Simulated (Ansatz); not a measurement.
**SnH₂I₂: up Jacob's ladder to CCSD(T)**

One table from this session's results is given with a row withheld; the runs are named, their logs left out.

Program: Ansatz 0.2.0, Gaussian basis. Level of theory: functionals in def2-TZVPP, the program's frozen cores in correlated methods. These are calculated values, not measurements.

The runs, in order: LDA (SPW92), PBE-D4, revPBE-D4, BLYP-D4, r2SCAN-D4, B97M-V, PBE0-D4, B3LYP-D4, r2SCANh-D4, r2SCAN0-D4, HSE06-D4, BHLYP-D4, CAM-B3LYP-D4, LC-ωPBE, ωB97X-V, ωB97M-V, B2PLYP, PBE-QIDH; CCSD(T)/def2-SVP; CCSD(T)/def2-TZVPP; MP2/def2-QZVPP; extrapolation to the limit; RPA on PBE.

**Structure used throughout**

The geometry comes from an earlier relaxation with PBE0-D4 in a triple-zeta def2 set; it is a stationary point. I, Sn take the def2 core potential; no spin-orbit term is included.

SMILES `[I][SnH2][I]`, 5 atoms, charge 0, spin multiplicity 1.

Atoms are counted from 1 here; the program's logs count them from 0.

Bond lengths: I1–Sn2 2.672 Å, Sn2–I3 2.672 Å, Sn2–H4 1.700 Å, Sn2–H5 1.700 Å. Angles: I1–Sn2–I3 108.7°, I1–Sn2–H4 108.2°, I1–Sn2–H5 108.2°, I3–Sn2–H4 108.2°, I3–Sn2–H5 108.2°, H4–Sn2–H5 115.1°.

Set-up of the first run:

in.yaml reads:

```yaml
crystal:
  periodic: [false, false, false]
  atoms:
    - {symbol: I, position_ang: [-2.340672, 0.866235, 0.311916]}
    - {symbol: Sn, position_ang: [0.119576, -0.017468, -0.241723]}
    - {symbol: I, position_ang: [1.256371, -0.867852, 2.022080]}
    - {symbol: H, position_ang: [-0.017101, -1.342532, -1.297645]}
    - {symbol: H, position_ang: [1.031625, 1.288017, -0.836130]}
basis:
  gaussian: {orbitals: def2-TZVPP}
hamiltonian: {xc: lda}
output: {orbitals: {seedname: orbitals}}
```

Run with:

```sh
ansatz run in.yaml --threads 4 --pin off --events-out ev --progress --plain --max-ram 10444MiB
```

Among the steps run: LDA; PBE-D4 (GGA); revPBE-D4 (GGA); BLYP-D4 (GGA); r2SCAN-D4 (meta-GGA); B97M-V (meta-GGA); B3LYP-D4 (hybrid); r2SCANh-D4 (hybrid); r2SCAN0-D4 (hybrid); HSE06-D4 (hybrid); BHLYP-D4 (hybrid); CAM-B3LYP-D4 (range-separated); LC-ωPBE (range-separated); ωB97X-V (range-separated); ωB97M-V (range-separated); B2PLYP (double hybrid); PBE-QIDH (double hybrid).

One table of the session follows, with a row left open; its other results are not shown here.

It belongs to the step «Orbital energies across the functionals». 

```
  functional  HOMO (eV)  LUMO (eV)  gap (eV)
 LDA (SPW92)      -6.72      -3.17      3.55
      PBE-D4      -6.58      -2.93      3.65
   revPBE-D4      -6.53      -2.85      3.68
     BLYP-D4      -6.38      -2.86      3.52
   r2SCAN-D4      -6.88      -2.76      4.12
      B97M-V      -6.87      -2.64      4.23
     PBE0-D4      -7.68      -2.14      5.54
    B3LYP-D4      -7.43      -2.40      5.02
  r2SCANh-D4      -7.28      -2.48      4.80
  r2SCAN0-D4      -7.88      -2.06      5.82
    HSE06-D4          ?          ?         ?
    BHLYP-D4      -8.61      -1.30      7.30
CAM-B3LYP-D4      -8.88      -1.22      7.66
     LC-ωPBE     -10.21      -0.11     10.10
     ωB97X-V      -9.88      -0.21      9.67
     ωB97M-V      -9.75      -0.36      9.39
```

Q: Estimate the row for HSE06-D4 from the others.

As computed: HOMO (eV): -7.30; LUMO (eV): -2.51; gap (eV): 4.79. In the column «HOMO (eV)» it lies between B3LYP-D4 (-7.43) and r2SCANh-D4 (-7.28).
